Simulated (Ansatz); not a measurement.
# TlCrSe2: the cost of one run

Computed with Ansatz 0.2.0 (DFT LDA+U (U = 7 eV, J = 0.5 eV on Cr d), plane waves, PAW, no spin–orbit coupling unless a run says so, unless a step's input says otherwise).

1 further run of the same task is left out (it didn't finish). Runs told in other sessions of the task aren't counted.

### 1 The system as given

The structure is trigonal, space group R-3m (No. 166). The conventional cell has a = 3.976 Å, b = 3.976 Å, c = 21.653 Å, α = 90.00°, β = 90.00°, γ = 120.00°. Tl (site symmetry -3m) is surrounded by 6 Se at 3.16 Å. Cr (site symmetry -3m) is surrounded by 6 Se at 2.71 Å. Around Se (site symmetry 3m) lie 3 Cr at 2.71 Å and 3 Tl at 3.16 Å.

Coordinates:

```
CELL_PARAMETERS angstrom
1.98816 1.14786 7.21778
-1.98816 1.14786 7.21778
0.00000 -2.29573 7.21778
ATOMIC_POSITIONS crystal
Tl 0.50000 0.50000 0.50000
Cr 0.00000 0.00000 0.00000
Se 0.26670 0.26670 0.26670
Se 0.73330 0.73330 0.73330
```

An earlier series on this cell reached its lowest free state from «ferromagnetic start, free, symmetry kept, no search», perhaps among other starts.

### 2 Site moments held (series factor 0.8; the input gives the size)

Input file input.yaml:

```yaml
crystal:
  lattice:
    - [1.98815921, 1.14786426, 7.21777662]
    - [-1.98815921, 1.14786426, 7.21777662]
    - [0.0, -2.29572851, 7.21777662]
  atoms:
    - { symbol: Tl, position: [0.5, 0.5, 0.5] }
    - { symbol: Cr, position: [0.0, 0.0, 0.0], spin: 3.04 }
    - { symbol: Se, position: [0.2667, 0.2667, 0.2667] }
    - { symbol: Se, position: [0.7333, 0.7333, 0.7333] }
basis:
  ecutwfc: 420
  ecutrho_ratio: 4
kpoints:
  mp_grid: { grid: [6, 6, 6] }
hamiltonian:
  xc: lda
  hubbard:
    sites:
      - { site: 1, l: d, u: 7.0, j: 0.5, starting_ns: [{ spin: up, occupation_matrix: s1up }, { spin: down, occupation_matrix: s1down }] }
    occupation_matrices:
      s1up:
        matrix:
          - [0.97, 0.0, 0.0, 0.0, 0.0]
          - [0.0, 0.34513, 0.0, 0.0, 0.45074]
          - [0.0, 0.0, 0.34513, 0.45074, 0.0]
          - [0.0, 0.0, 0.45074, 0.64487, 0.0]
          - [0.0, 0.45074, 0.0, 0.0, 0.64487]
      s1down:
        matrix:
          - [0.02, 0.0, 0.0, 0.0, 0.0]
          - [0.0, 0.02, 0.0, 0.0, 0.0]
          - [0.0, 0.0, 0.02, 0.0, 0.0]
          - [0.0, 0.0, 0.0, 0.02, 0.0]
          - [0.0, 0.0, 0.0, 0.0, 0.02]
    ns_hold: { iters: 8 }
scf:
  occupations: { method: gaussian, width: 0.05 }
  lower_state_search: "off"
  max_iter: 150
output:
  forces: true
  stress: true
  eigenvalues: true
  populations: true
  hubbard: { sites: [{ site: 1, l: d }] }
magnetization:
  spin_polarized: true
  spin_locking: { lock_spins: true }
```

The typed matrices put 0.97 on the chosen orbitals and 0.02 on the others, and are held for 8 cycles. The lock stays on to the end, so the result is a constrained state unless its moments die out.

The run is started by

```sh
$ ansatz run input.yaml --threads 2 --pin off --max-ram 3072MiB --backend cpu --events-out ev --progress --plain --runs-dir out
```

**Question.** How long does this run take on 2 threads of Arm Neoverse N1, shared host, and how much memory does it need?

About 53 s, with a peak of 0.64 GiB.
